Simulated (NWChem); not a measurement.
# AlN2H4Br (SMILES [NH2][Al]([NH2])[Br]) at 5 levels

Wanted: a comparison of 5 runs (HF/STO-3G, HF/3-21G, TPSS/STO-3G, B3LYP/6-31G*) of AlN2H4Br. 

Program for the calculation: NWChem 7.3.0.

**1. Starting point**

AlN2H4Br has 8 atoms, charge 0, and is taken as a singlet. SMILES: `[NH2][Al]([NH2])[Br]`. Geometry: relaxed at PBE0-D4/def2-TZVP.

Bond lengths: N1–Al2 1.758 Å, Al2–N3 1.758 Å, Al2–Br4 2.258 Å, N1–H5 1.006 Å, N1–H6 1.006 Å, N3–H7 1.006 Å, N3–H8 1.006 Å. Angles: N1–Al2–N3 123.6°, N1–Al2–Br4 118.2°, N3–Al2–Br4 118.2°, Al2–N1–H5 123.5°, Al2–N1–H6 125.8°, Al2–N3–H7 125.8°, Al2–N3–H8 123.6°, H5–N1–H6 110.6°, H7–N3–H8 110.6°.

**2. Energy and forces at HF/STO-3G (run 1)**

Contents of job.nw:

```
START job
memory stack 880 mb heap 220 mb global 1100 mb
charge 0

GEOMETRY units angstroms noautosym nocenter noautoz
N    -0.268900    1.555200   -0.103500
Al   -0.163200   -0.172000   -0.412200
N     0.559600   -1.317500    0.708000
Br   -1.003300   -0.962700   -2.353500
H    -0.683000    2.210400   -0.745200
H     0.065800    2.027700    0.719200
H     0.966100   -1.091800    1.600200
H     0.619100   -2.306200    0.531100
END

BASIS spherical bse
* library STO-3G
END

SCF
thresh 1e-08
maxiter 80
END

TASK scf gradient
```

Command:

```
nwchem job.nw > job.out
```

What it wrote:

```text
[...]
  functions       =    41
[...]
  wavefunction    = RHF
[...]
         Total SCF energy =  -2893.637836034118
      One-electron energy =  -4637.999637955938
      Two-electron energy =   1449.748455963086
 Nuclear repulsion energy =    294.613345958734
        Time for solution =      2.4s
[...]
                         RHF ENERGY GRADIENTS
    atom               coordinates                        gradient
                 x          y          z           x          y          z
   1 N      -0.508147   2.938902  -0.195587   -0.002407   0.043809   0.008419
   2 Al     -0.308403  -0.325033  -0.778945   -0.000539  -0.000584  -0.001404
   3 N       1.057491  -2.489714   1.337926    0.018449  -0.028714   0.028775
   4 Br     -1.895962  -1.819239  -4.447470   -0.010587  -0.009957  -0.024436
   5 H      -1.290683   4.177050  -1.408224    0.003431  -0.007383   0.004724
   6 H       0.124344   3.831797   1.359091   -0.003077  -0.004742  -0.007675
   7 H       1.825664  -2.063203   3.023940   -0.003890  -0.001847  -0.008446
   8 H       1.169929  -4.358086   1.003633   -0.001381   0.009418   0.000043
[...]
```

Run time: 4.2 s. Hardware: 1 thread of Intel Xeon Platinum 8488C (Sapphire Rapids), shared host; peak memory 0.1 GiB.

**3. Energy and forces at HF/3-21G (run 2)**

Contents of job.nw:

```
start job
title "AlBrH4N2"
memory total 2200 mb

geometry units angstroms noautosym nocenter noautoz
 N     -0.268900     1.555200    -0.103500
 Al    -0.163200    -0.172000    -0.412200
 N      0.559600    -1.317500     0.708000
 Br    -1.003300    -0.962700    -2.353500
 H     -0.683000     2.210400    -0.745200
 H      0.065800     2.027700     0.719200
 H      0.966100    -1.091800     1.600200
 H      0.619100    -2.306200     0.531100
end

basis spherical bse
 * library 3-21G
end

scf
 singlet
 rhf
 thresh 1e-08
 maxiter 80
 print medium
end

task scf gradient
```

Command:

```
nwchem job.nw > job.out
```

What it wrote:

```text
[...]
  functions       =    61
[...]
  wavefunction    = RHF
[...]
         Total SCF energy =  -2911.410763070606
      One-electron energy =  -4645.389383398267
      Two-electron energy =   1439.365274368926
 Nuclear repulsion energy =    294.613345958734
        Time for solution =      2.9s
[...]
                         RHF ENERGY GRADIENTS
    atom               coordinates                        gradient
                 x          y          z           x          y          z
   1 N      -0.508147   2.938902  -0.195587    0.001067  -0.008329  -0.000349
   2 Al     -0.308403  -0.325033  -0.778945   -0.006769  -0.006425  -0.015717
   3 N       1.057491  -2.489714   1.337926   -0.003200   0.006299  -0.004584
   4 Br     -1.895962  -1.819239  -4.447470    0.008214   0.007737   0.019003
   5 H      -1.290683   4.177050  -1.408224   -0.001452   0.001223  -0.002571
   6 H       0.124344   3.831797   1.359091    0.000973   0.001922   0.002564
   7 H       1.825664  -2.063203   3.023940    0.001447   0.000340   0.003044
   8 H       1.169929  -4.358086   1.003633   -0.000279  -0.002767  -0.001390
[...]
```

Wall time 4.8 s (1 thread of Intel Xeon Platinum 8488C (Sapphire Rapids), shared host); peak memory 0.1 GiB.

**4. Energy and forces at TPSS/STO-3G (run 3)**

Contents of albrh4n2.nw:

```
start albrh4n2
title "AlBrH4N2"
memory stack 880 mb heap 220 mb global 1100 mb
charge 0
geometry units angstroms noautosym nocenter noautoz
   N       -0.268900       1.555200      -0.103500
   Al      -0.163200      -0.172000      -0.412200
   N        0.559600      -1.317500       0.708000
   Br      -1.003300      -0.962700      -2.353500
   H       -0.683000       2.210400      -0.745200
   H        0.065800       2.027700       0.719200
   H        0.966100      -1.091800       1.600200
   H        0.619100      -2.306200       0.531100
end
basis "ao basis" spherical bse
   N library STO-3G
   Al library STO-3G
   Br library STO-3G
   H library STO-3G
end
dft
   xc xtpss03 ctpss03
   grid xfine
   convergence energy 1e-08
   maxiter 100
   mulliken
end
task dft gradient
```

Command:

```
nwchem albrh4n2.nw > albrh4n2.out
```

What it wrote:

```text
[...]
          Wavefunction type:  closed shell.
          No. of atoms     :     8
          No. of electrons :    66
[...]
          Charge           :     0
          Spin multiplicity:     1
[...]
          AO basis - number of functions:    41
[...]
              XC Information
              --------------
                  TPSS metaGGA Exchange Functional  1.000
             TPSS03 metaGGA Correlation Functional  1.000
[...]
 d= 0,ls=0.0,diis     1  -2895.9414813060 -3.19D+03  4.51D-02  5.06D-01     1.6
[...]
 d= 0,ls=0.0,diis     7  -2896.0419417316 -8.68D-09  4.39D-06  4.20D-09     8.9
         Total DFT energy =    -2896.041941731592
      One electron energy =    -4637.663891885801
           Coulomb energy =     1573.196756909059
    Exchange-Corr. energy =     -126.188152713584
 Nuclear repulsion energy =      294.613345958734
[...]
      Total Density - Mulliken Population Analysis
     ---------------------------------------------
    Atom       Charge   Shell Charges
 -----------   ------   -------------------------------------------------------
    1 N    7     7.61   1.99  1.52  4.09
    2 Al  13    12.07   2.00  1.98  5.78  0.89  1.43
    3 N    7     7.61   1.99  1.52  4.09
    4 Br  35    35.34   2.00  2.00  6.00  2.00  5.99  1.98  5.38 10.00
    5 H    1     0.84   0.84
    6 H    1     0.85   0.85
    7 H    1     0.85   0.85
    8 H    1     0.84   0.84
[...]
  wavefunction    = closed shell
                         DFT ENERGY GRADIENTS
    atom               coordinates                        gradient
                 x          y          z           x          y          z
   1 N      -0.508147   2.938902  -0.195587   -0.004054   0.056187   0.008825
   2 Al     -0.308403  -0.325033  -0.778945    0.003556   0.003280   0.008114
   3 N       1.057491  -2.489714   1.337926    0.023123  -0.038240   0.035377
   4 Br     -1.895962  -1.819239  -4.447470   -0.007697  -0.007238  -0.017765
   5 H      -1.290683   4.177050  -1.408224    0.014179  -0.024053   0.021483
   6 H       0.124344   3.831797   1.359091   -0.011684  -0.017555  -0.029031
   7 H       1.825664  -2.063203   3.023940   -0.014647  -0.007269  -0.031887
   8 H       1.169929  -4.358086   1.003633   -0.002776   0.034889   0.004885
[...]
```

Run time: 13 s. Hardware: 1 thread of Intel Xeon Platinum 8488C (Sapphire Rapids), shared host; peak memory 0.14 GiB.

Run 4 isn't shown in full; the table further down has it.

**5. Energy and forces at B3LYP/6-31G(d) (Cartesian functions) (run 5)**

Contents of albrh4n2.nw:

```
start albrh4n2
title "AlBrH4N2"
memory total 2200 mb

geometry units angstrom noautosym nocenter noautoz
  N    -0.268900    1.555200   -0.103500
  Al   -0.163200   -0.172000   -0.412200
  N     0.559600   -1.317500    0.708000
  Br   -1.003300   -0.962700   -2.353500
  H    -0.683000    2.210400   -0.745200
  H     0.065800    2.027700    0.719200
  H     0.966100   -1.091800    1.600200
  H     0.619100   -2.306200    0.531100
end

basis "ao basis" cartesian
  * library 6-31G*
end

dft
  xc b3lyp
  grid fine
  convergence energy 1e-08
  maxiter 100
  mulliken
  noprint "final vectors analysis"
end

task dft gradient
```

Command:

```
nwchem albrh4n2.nw > albrh4n2.out
```

What it wrote:

```text
[...]
          Wavefunction type:  closed shell.
          No. of atoms     :     8
          No. of electrons :    66
[...]
          Charge           :     0
          Spin multiplicity:     1
[...]
          AO basis - number of functions:    92
[...]
              XC Information
              --------------
                         B3LYP Method XC Potential
                     Hartree-Fock (Exact) Exchange  0.200
                        Slater Exchange Functional  0.800 local
                    Becke 1988 Exchange Functional  0.720 non-local
              Lee-Yang-Parr Correlation Functional  0.810
                  VWN I RPA Correlation Functional  0.190 local
[...]
 d= 0,ls=0.0,diis     1  -2928.2897841616 -3.22D+03  1.15D-02  1.90D+00     2.8
[...]
 d= 0,ls=0.0,diis     8  -2928.3653407270  5.90D-09  2.22D-06  1.38D-07    17.0
         Total DFT energy =    -2928.365340726972
      One electron energy =    -4658.727636603751
           Coulomb energy =     1561.187209899490
    Exchange-Corr. energy =     -125.438259981445
 Nuclear repulsion energy =      294.613345958734
[...]
      Total Density - Mulliken Population Analysis
     ---------------------------------------------
    Atom       Charge   Shell Charges
 -----------   ------   -------------------------------------------------------
    1 N    7     7.89   1.99  0.77  2.54  0.81  1.75  0.02
    2 Al  13    12.22   2.00  1.99  5.96  0.79  1.12  0.01  0.18  0.15
    3 N    7     7.89   1.99  0.77  2.54  0.81  1.75  0.02
    4 Br  35    35.32   2.00  1.99  6.00  1.93  5.99  1.60  3.87  0.37  1.49  7.02  2.95  0.11
    5 H    1     0.67   0.50  0.16
    6 H    1     0.67   0.50  0.17
    7 H    1     0.67   0.50  0.17
    8 H    1     0.67   0.50  0.16
[...]
  wavefunction    = closed shell
                         DFT ENERGY GRADIENTS
    atom               coordinates                        gradient
                 x          y          z           x          y          z
   1 N      -0.508147   2.938902  -0.195587    0.000294  -0.001902   0.000038
   2 Al     -0.308403  -0.325033  -0.778945    0.000412   0.000337   0.000879
   3 N       1.057491  -2.489714   1.337926   -0.000726   0.001474  -0.001014
   4 Br     -1.895962  -1.819239  -4.447470    0.002271   0.002143   0.005269
   5 H      -1.290683   4.177050  -1.408224    0.002039  -0.003400   0.003111
   6 H       0.124344   3.831797   1.359091   -0.001793  -0.002451  -0.004375
   7 H       1.825664  -2.063203   3.023940   -0.002123  -0.001254  -0.004679
   8 H       1.169929  -4.358086   1.003633   -0.000374   0.005053   0.000772
[...]
```

Run time: 27 s. Hardware: 1 thread of Intel Xeon Platinum 8488C (Sapphire Rapids), shared host; peak memory 0.13 GiB.

**6. The series**

```tsv
run	level	iteration cap	module	energy (Eh)	dipole moment (D)	HOMO energy (eV)	LUMO energy (eV)	wall time
1	HF/STO-3G	80	scf	-2893.637836	3.08	-7.72	9.80	4.2 s
2	HF/3-21G	80	scf	-2911.410763	3.47	-10.36	3.64	4.8 s
3	TPSS/STO-3G	100	dft	-2896.041942	3.11	-1.89	4.59	13 s
4	B3LYP/6-31G* (spherical functions)	100	dft	-2928.352795	2.95	-6.67	-0.16	38 s
5	B3LYP/6-31G* (Cartesian functions)	100	dft	-2928.365341	2.94	–	–	27 s
```

**7. Outcome**

| quantity | value |
| --- | --- |
| run 5: total energy | -2928.36534 Eh |
| run 5: dipole moment | 2.94 D |
| run 5: largest force on an atom | 0.315 eV/Å |

In words: The dipole moment (its size) runs from 2.94 D (B3LYP/6-31G*) to 3.47 D (HF/3-21G). The two ends differ in method and basis. Over runs 1, 2, 3, 4 the HOMO–LUMO gap runs from 6.47 eV (TPSS/STO-3G) to 17.52 eV (HF/STO-3G). Exact exchange widens orbital gaps. Totals of different functionals can't be ranked against each other. In runs 1, 3 the basis is minimal, so the values are rough. All runs together took 86 s, the longest 38 s.
